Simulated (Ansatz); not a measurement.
# C2H8AsNO2: the cost of one run

All numbers below are computed with Ansatz 0.2.0 (RHF/def2-mTZVP).

### 1 The structure to begin with

Bond lengths: O1–C2 1.409 Å, C2–O3 1.417 Å, O3–C4 1.468 Å, C4–N5 1.454 Å, N5–As6 1.914 Å, O1–H7 1.024 Å, C2–H8 1.105 Å, C2–H9 1.119 Å, C4–H10 1.048 Å, C4–H11 1.121 Å, N5–H12 1.046 Å, As6–H13 1.564 Å, As6–H14 1.590 Å. Angles (14 of 20 angles, heavy atoms first): O1–C2–O3 110.9°, C2–O3–C4 108.3°, O3–C4–N5 106.6°, C4–N5–As6 112.8°, O1–C2–H8 112.1°, O1–C2–H9 104.4°, O3–C2–H8 109.8°, O3–C2–H9 110.1°, C2–O1–H7 101.8°, O3–C4–H10 111.4°, O3–C4–H11 105.1°, N5–C4–H10 111.7°, N5–C4–H11 107.3°, C4–N5–H12 107.1°.

As a file:

```xyz
14

O    -0.4104   -2.7749    1.0157
C     0.2301   -1.8908    0.1257
O    -0.0013   -0.5430    0.4985
C     0.8165    0.3210   -0.3623
N     0.5040    1.6918    0.0067
As   -1.3037    2.1745   -0.3968
H    -1.3977   -2.5537    0.8573
H    -0.0890   -2.0492   -0.9206
H     1.3174   -2.1353    0.2240
H     1.8380    0.1132   -0.2529
H     0.4242    0.1566   -1.3990
H     1.1276    2.3115   -0.5593
H    -1.2040    3.5999    0.2384
H    -1.8648    1.5491    0.9536
```

### 2 Relaxing end A

Contents of input.yaml:

```yaml
crystal:
  periodic: [false, false, false]
  atoms:
    - { symbol: O, position_ang: [-0.4104, -2.7749, 1.0157] }
    - { symbol: C, position_ang: [0.2301, -1.8908, 0.1257] }
    - { symbol: O, position_ang: [-0.0013, -0.543, 0.4985] }
    - { symbol: C, position_ang: [0.8165, 0.321, -0.3623] }
    - { symbol: "N", position_ang: [0.504, 1.6918, 0.0067] }
    - { symbol: As, position_ang: [-1.3037, 2.1745, -0.3968] }
    - { symbol: H, position_ang: [-1.3977, -2.5537, 0.8573] }
    - { symbol: H, position_ang: [-0.089, -2.0492, -0.9206] }
    - { symbol: H, position_ang: [1.3174, -2.1353, 0.224] }
    - { symbol: H, position_ang: [1.838, 0.1132, -0.2529] }
    - { symbol: H, position_ang: [0.4242, 0.1566, -1.399] }
    - { symbol: H, position_ang: [1.1276, 2.3115, -0.5593] }
    - { symbol: H, position_ang: [-1.204, 3.5999, 0.2384] }
    - { symbol: H, position_ang: [-1.8648, 1.5491, 0.9536] }
basis:
  gaussian: { orbitals: def2-mTZVP }
hamiltonian:
  xc: hf
relax:
  f_tol: 0.015
  max_steps: 40
```

On the command line:

```console
> ansatz run input.yaml --threads 2 --pin off --max-ram 3072MiB --backend cpu --events-out ev --progress --plain --runs-dir out
```

Q: Estimate wall time and peak memory on 2 threads of Arm Neoverse V1, shared host.

About 2 min, with a peak of 0.5 GiB.
